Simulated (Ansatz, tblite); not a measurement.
**C₃₁H₁₉F₃OS₄: a ladder of methods and basis sets**

How do method and basis change the picture of C₃₁H₁₉F₃OS₄ (singlet)?

Program: Ansatz 0.2.0, Gaussian basis. Level of theory: as each input shows. These are calculated values, not measurements.

The runs, in order: GFN1-xTB, GFN2-xTB, PBE-D4/def2-SVP, r2SCAN-D4/def2-SVP.

1 further run of the same task is left out (set aside as unsound or not needed).

**1. The relaxed structure**

The singlet was relaxed beforehand with PBE-D4/def2-SVP.

SMILES `COc1ccc(-c2ccc(-c3ccc(-c4ccc(-c5ccc(-c6ccc(C(F)=C(F)F)cc6)s5)s4)s3)s2)cc1`, 58 atoms, charge 0, spin multiplicity 1.

Bond lengths: C1–O2 1.415 Å, C1–H40 1.106 Å, C1–H41 1.113 Å, C1–H42 1.113 Å, O2–C3 1.359 Å, C3–C4 1.413 Å, C3–C39 1.410 Å, C4–C5 1.392 Å, C4–H43 1.100 Å, C5–C6 1.420 Å, C5–H44 1.100 Å, C6–C7 1.461 Å, C6–C38 1.413 Å, C7–C8 1.395 Å, C7–S37 1.753 Å, C8–C9 1.415 Å, C8–H45 1.098 Å, C9–C10 1.396 Å and more. Angles: O2–C1–H40 106.5°, O2–C1–H41 111.9°, O2–C1–H42 111.9°, H40–C1–H41 108.9°, H40–C1–H42 108.9°, H41–C1–H42 108.6°, C1–O2–C3 118.4°, O2–C3–C4 116.1°, O2–C3–C39 124.8°, C4–C3–C39 119.1°, C3–C4–C5 120.5°, C3–C4–H43 118.3°, C5–C4–H43 121.2°, C4–C5–C6 121.4°, C4–C5–H44 118.8°, C6–C5–H44 119.8°, C5–C6–C7 120.9°, C5–C6–C38 117.2° and more.

PBE0-D4/def2-SVP was run before; its log isn't repeated, and its numbers join the tables.

**2. GFN1-xTB**

Tight binding, by tblite at 300 K electronic temperature and without a spin-polarisation term:

```python
tblite.interface.Calculator('GFN1-xTB', numbers, positions, charge=0, uhf=0).singlepoint()
```

Energy -3010.5573 eV, HOMO -10.33 eV, LUMO -8.88 eV; 0.27 s.

**3. GFN2-xTB**

Tight binding, by tblite at 300 K electronic temperature and without a spin-polarisation term:

```python
tblite.interface.Calculator('GFN2-xTB', numbers, positions, charge=0, uhf=0).singlepoint()
```

Energy -2918.8425 eV, HOMO -9.68 eV, LUMO -8.28 eV; 0.26 s.

**4. PBE-D4/def2-SVP**

start.molden holds the orbitals of an earlier run on this state, given as this run's starting guess.

The input, in.yaml:

```yaml
crystal:
  periodic: [false, false, false]
  atoms:
    - {symbol: C, position_ang: [-13.288342, 0.103460, -1.250961]}
    - {symbol: O, position_ang: [-12.737500, -0.015144, 0.047086]}
    - {symbol: C, position_ang: [-11.384513, -0.022801, 0.177633]}
    - {symbol: C, position_ang: [-10.886532, -0.150129, 1.494124]}
    - {symbol: C, position_ang: [-9.515656, -0.168638, 1.732487]}
    - {symbol: C, position_ang: [-8.577729, -0.056497, 0.672169]}
    - {symbol: C, position_ang: [-7.141459, -0.067218, 0.937356]}
    - {symbol: C, position_ang: [-6.470303, -0.026559, 2.159553]}
    - {symbol: C, position_ang: [-5.060486, -0.045151, 2.040121]}
    - {symbol: C, position_ang: [-4.614396, -0.101411, 0.718567]}
    - {symbol: C, position_ang: [-3.267593, -0.124633, 0.209889]}
    - {symbol: C, position_ang: [-2.821960, -0.154305, -1.114309]}
    - {symbol: C, position_ang: [-1.414446, -0.164001, -1.237384]}
    - {symbol: C, position_ang: [-0.745522, -0.142427, -0.010814]}
    - {symbol: C, position_ang: [0.668028, -0.137881, 0.257095]}
    - {symbol: C, position_ang: [1.335290, -0.162397, 1.485260]}
    - {symbol: C, position_ang: [2.742566, -0.144723, 1.364229]}
    - {symbol: C, position_ang: [3.189893, -0.106490, 0.041161]}
    - {symbol: C, position_ang: [4.537226, -0.076037, -0.465006]}
    - {symbol: C, position_ang: [4.984785, -0.089391, -1.788771]}
    - {symbol: C, position_ang: [6.392715, -0.043996, -1.907074]}
    - {symbol: C, position_ang: [7.061415, 0.003588, -0.682956]}
    - {symbol: C, position_ang: [8.493668, 0.057721, -0.416976]}
    - {symbol: C, position_ang: [9.426507, 0.224264, -1.472761]}
    - {symbol: C, position_ang: [10.798114, 0.277754, -1.236386]}
    - {symbol: C, position_ang: [11.312764, 0.169625, 0.080996]}
    - {symbol: C, position_ang: [12.734966, 0.220008, 0.405605]}
    - {symbol: F, position_ang: [13.048824, 0.106405, 1.718872]}
    - {symbol: C, position_ang: [13.798126, 0.365984, -0.426799]}
    - {symbol: F, position_ang: [15.051391, 0.398609, -0.009615]}
    - {symbol: F, position_ang: [13.708512, 0.493176, -1.744900]}
    - {symbol: C, position_ang: [10.387824, 0.004948, 1.140590]}
    - {symbol: C, position_ang: [9.016799, -0.050748, 0.894607]}
    - {symbol: S, position_ang: [5.900379, -0.001803, 0.631577]}
    - {symbol: S, position_ang: [1.824744, -0.087408, -1.060365]}
    - {symbol: S, position_ang: [-1.901215, -0.110249, 1.309152]}
    - {symbol: S, position_ang: [-5.982599, -0.138720, -0.376192]}
    - {symbol: C, position_ang: [-9.095805, 0.069376, -0.636434]}
    - {symbol: C, position_ang: [-10.472305, 0.084972, -0.892230]}
    - {symbol: H, position_ang: [-14.387151, 0.086526, -1.128027]}
    - {symbol: H, position_ang: [-12.994796, 1.059063, -1.741184]}
    - {symbol: H, position_ang: [-12.985527, -0.741768, -1.909395]}
    - {symbol: H, position_ang: [-11.609516, -0.239008, 2.317799]}
    - {symbol: H, position_ang: [-9.159991, -0.282129, 2.766669]}
    - {symbol: H, position_ang: [-6.992118, 0.030986, 3.123777]}
    - {symbol: H, position_ang: [-4.371923, -0.010943, 2.896122]}
    - {symbol: H, position_ang: [-3.513103, -0.166598, -1.968479]}
    - {symbol: H, position_ang: [-0.883033, -0.188087, -2.199044]}
    - {symbol: H, position_ang: [0.802297, -0.196681, 2.445595]}
    - {symbol: H, position_ang: [3.432306, -0.164142, 2.219512]}
    - {symbol: H, position_ang: [4.297737, -0.137691, -2.645122]}
    - {symbol: H, position_ang: [6.916745, -0.059053, -2.871726]}
    - {symbol: H, position_ang: [9.067207, 0.325725, -2.506729]}
    - {symbol: H, position_ang: [11.478314, 0.410966, -2.086809]}
    - {symbol: H, position_ang: [10.761372, -0.083656, 2.169485]}
    - {symbol: H, position_ang: [8.330298, -0.190261, 1.744318]}
    - {symbol: H, position_ang: [-8.403015, 0.168658, -1.486965]}
    - {symbol: H, position_ang: [-10.822274, 0.186982, -1.927962]}
basis:
  gaussian: {orbitals: def2-SVP, fitting: {mean_field: def2-universal-jkfit}, initial_orbitals: start.molden}
hamiltonian: {xc: pbe, dispersion: d4}
scf: {omitted_lower_state_checks: [starts]}
output: {orbitals: {seedname: orbitals}}
```

Command:

```sh
$ ansatz run in.yaml --threads 2 --pin off --events-out ev --progress --plain --max-ram 32768MiB --backend cuda --devices 0, --max-vram 18GiB
```

The runs that follow: r2SCAN-D4/def2-SVP.

Q: Predict the results of all the runs planned. Wanted: gap in def2-SVP, named functionals, smallest and largest; binding an atom, functionals in def2-SVP.

As calculated:

| quantity | value |
| --- | --- |
| gap in def2-SVP, named functionals, smallest and largest | 1.55 eV (PBE-D4), 2.78 eV (PBE0-D4) |
| binding an atom, functionals in def2-SVP | 5.27 (r2SCAN-D4) to 5.48 eV (PBE-D4) |

What this shows: Orbital gaps of the named functionals in def2-SVP span 1.55 eV (PBE-D4) to 2.78 eV (PBE0-D4); exact exchange widens it.
